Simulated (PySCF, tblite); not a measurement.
# C₇H₉O radical: geometry, infrared bands and EPR parameters

Wanted: the infrared bands and EPR parameters of C₇H₉O radical (`C=C[C@@H](C)/C=C\[C]=O`), by calculation.

Computed with tblite 0.8.0 and PySCF 2.14.0, with density-fitted response routines of our own, on a single molecule in the gas phase. Atoms count from 0, in the outputs and in this text.

**1. The molecule as given**

17 atoms, charge 0, multiplicity 2; geometry from: force field or distance geometry start.

Bonds of the start (Å): C0–C1 1.34, C1–C2 1.51, C2–C3 1.55, C2–C4 1.51, C4–C5 1.34, C5–C6 1.42, C6–O7 1.17, C0–H8 1.08, C0–H9 1.10, C1–H10 1.09, C2–H11 1.09, C3–H12 1.11, C3–H13 1.09, C3–H14 1.09, C4–H15 1.10, C5–H16 1.09.

**2. Geometry optimisation with GFN2-xTB**

The job: settings as JSON, then the geometry in Å.

```
{"job": {"kind": "relax", "xc": "GFN2-xTB", "basis": "xTB"}, "charge": 0, "multiplicity": 2}
C     -1.830900    -1.600700    -0.307300
C     -1.426500    -0.439700     0.222500
C     -0.172500     0.291000    -0.204700
C     -0.538600     1.729300    -0.639200
C      0.828500     0.319700     0.923100
C      2.036200    -0.258800     0.919100
C      2.572800    -1.005200    -0.165600
O      3.020200    -1.620700    -1.055200
H     -1.289300    -2.087400    -1.109100
H     -2.745400    -2.086100     0.056500
H     -2.009900    -0.005900     1.036100
H      0.237000    -0.207600    -1.087200
H     -0.983600     2.295500     0.204500
H     -1.255400     1.715300    -1.458100
H      0.349800     2.269600    -0.970700
H      0.526700     0.867200     1.822700
H      2.673800    -0.163600     1.802600
```

Started as:

```bash
$ OMP_NUM_THREADS=1 python probes_run.py task.json out
```

One launch serves the whole session: the jobs run in the order shown.

**Question.** This job is followed by: GFN2-xTB harmonic vibrations, gas phase; UKS B3LYP, pcH-1 on C H O, non-relativistic, mean-field spin-orbit, GIAO. Predict these results of the whole session: strongest single infrared mode (GFN2-xTB); zero-point energy (GFN2-xTB); g(iso) (B3LYP); ⟨S²⟩; largest a(iso) (averaged by class); potential on the surface of density 0.002 e/bohr³, 1st and 99th percentile.

As calculated:

| quantity | value |
| --- | --- |
| strongest single infrared mode (GFN2-xTB) | 2200 cm⁻¹, 871 km/mol |
| zero-point energy (GFN2-xTB) | 84.6 kcal/mol |
| g(iso) (B3LYP) | 2.00135 |
| ⟨S²⟩ | 0.763 (exact 0.75) |
| largest a(iso) (averaged by class) | 13C on C4, 69.5 MHz |
| potential on the surface of density 0.002 e/bohr³, 1st and 99th percentile | -0.85 V and 1.33 V |

**Reading.** The optimisation took 132 steps and gained 0.313 eV; among the close pairs (by a distance rule), C5–C6 changed most, from 1.422 to 1.326 Å. No mode is imaginary among the 45: a minimum at this level. The strongest single mode, at 2200 cm⁻¹, moves mainly C6. GFN2-xTB is a fitted tight-binding method: band positions and strengths are rough. Its intensities can rank the bands wrongly. The largest share of the spin, 0.76 e, sits on C4. The isotropic g lies 1.0 ppt below the free-electron value. These values are for one conformer; the search (at its own cheap level) found 2 more, at 0.02, 0.62 kcal/mol (those within 0.05 may be mirror or relabelled copies), and measured spectra average over such forms.
